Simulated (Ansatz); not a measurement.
# CH₄BFO: ionisation energy by level of theory

An exercise on one series of results from a longer session: the logs are not shown, and one member is left open.

Computed with Ansatz 0.2.0, Gaussian basis. Level: unrestricted cation, the program's frozen cores in correlated methods.

Plan: UKS PBE-D4/def2-TZVPP; UKS r2SCAN-D4/def2-TZVPP; UKS PBE0-D4/def2-TZVPP; UKS B3LYP-D4/def2-TZVPP; UKS wB97X-V/def2-TZVPP; UKS wB97M-V/def2-TZVPP; UKS B2PLYP/def2-TZVPP; UHF-CCSD(T)/def2-TZVPP; UHF-MP2/def2-QZVPP; extrapolation to the limit; then −ε(HOMO) from the neutral's earlier runs with LDA (SPW92), PBE-D4, revPBE-D4, BLYP-D4, r2SCAN-D4, B97M-V, PBE0-D4, B3LYP-D4, r2SCANh-D4, r2SCAN0-D4, HSE06-D4, BHLYP-D4, CAM-B3LYP-D4, LC-ωPBE, ωB97X-V, ωB97M-V.

**The relaxed structure**

The geometry comes from an earlier relaxation with PBE0-D4 in a triple-zeta def2 set; it is a stationary point, not always the lowest conformer.

SMILES `BOCF`, 8 atoms, charge 0, spin multiplicity 1.

Atoms are counted from 1 here; the program's logs count them from 0.

Bond lengths: B1–O2 1.350 Å, B1–H5 1.201 Å, B1–H6 1.193 Å, O2–C3 1.389 Å, C3–F4 1.363 Å, C3–H7 1.095 Å, C3–H8 1.092 Å. Angles: O2–B1–H5 119.7°, O2–B1–H6 116.8°, H5–B1–H6 123.5°, B1–O2–C3 121.2°, O2–C3–F4 108.8°, O2–C3–H7 111.1°, O2–C3–H8 108.4°, F4–C3–H7 108.1°, F4–C3–H8 108.1°, H7–C3–H8 112.2°.

The first run:

Input file in.yaml:

```yaml
crystal:
  periodic: [false, false, false]
  atoms:
    - {symbol: B, position_ang: [-0.895606, 0.807452, 0.575661]}
    - {symbol: O, position_ang: [0.208753, 0.042087, 0.704346]}
    - {symbol: C, position_ang: [0.779096, -0.589925, -0.392857]}
    - {symbol: F, position_ang: [0.424820, -1.906086, -0.375825]}
    - {symbol: H, position_ang: [-1.369856, 0.988780, -0.512449]}
    - {symbol: H, position_ang: [-1.341009, 1.283194, 1.575408]}
    - {symbol: H, position_ang: [0.420494, -0.152564, -1.330534]}
    - {symbol: H, position_ang: [1.865506, -0.530039, -0.299548]}
basis:
  gaussian: {orbitals: def2-TZVPP}
total_charge: 1
magnetization: {spin_polarized: true, initial_magnetization: 1}
hamiltonian: {xc: pbe, dispersion: d4}
```

Steps of the session up to this table: Cation, UKS PBE-D4/def2-TZVPP; Cation, UKS r2SCAN-D4/def2-TZVPP; Cation, UKS PBE0-D4/def2-TZVPP; Cation, UKS B3LYP-D4/def2-TZVPP; Cation, UKS wB97X-V/def2-TZVPP; Cation, UKS wB97M-V/def2-TZVPP; Cation, UKS B2PLYP (frozen core)/def2-TZVPP; Cation, UHF-CCSD(T)/def2-TZVPP; Cation, UHF-MP2/def2-QZVPP.

One table of the session follows, with a row left open; its other results are not shown here.

Orbital estimates, from the neutral's runs:

| functional | −ε(HOMO) (eV) |
| --- | --- |
| LDA (SPW92) | 7.63 |
| PBE-D4 | 7.55 |
| revPBE-D4 | 7.51 |
| BLYP-D4 | 7.50 |
| r2SCAN-D4 | 7.89 |
| B97M-V | 8.03 |
| PBE0-D4 | 9.09 |
| B3LYP-D4 | 8.89 |
| r2SCANh-D4 | 8.46 |
| r2SCAN0-D4 | 9.31 |
| HSE06-D4 | 8.68 |
| BHLYP-D4 | 10.59 |
| CAM-B3LYP-D4 | 10.59 |
| LC-ωPBE | ? |
| ωB97X-V | 11.59 |
| ωB97M-V | 11.46 |

Q: Estimate the row for LC-ωPBE from the others.

**Answer.** −ε(HOMO) (eV): 11.93. In the column «−ε(HOMO) (eV)» it is the highest.
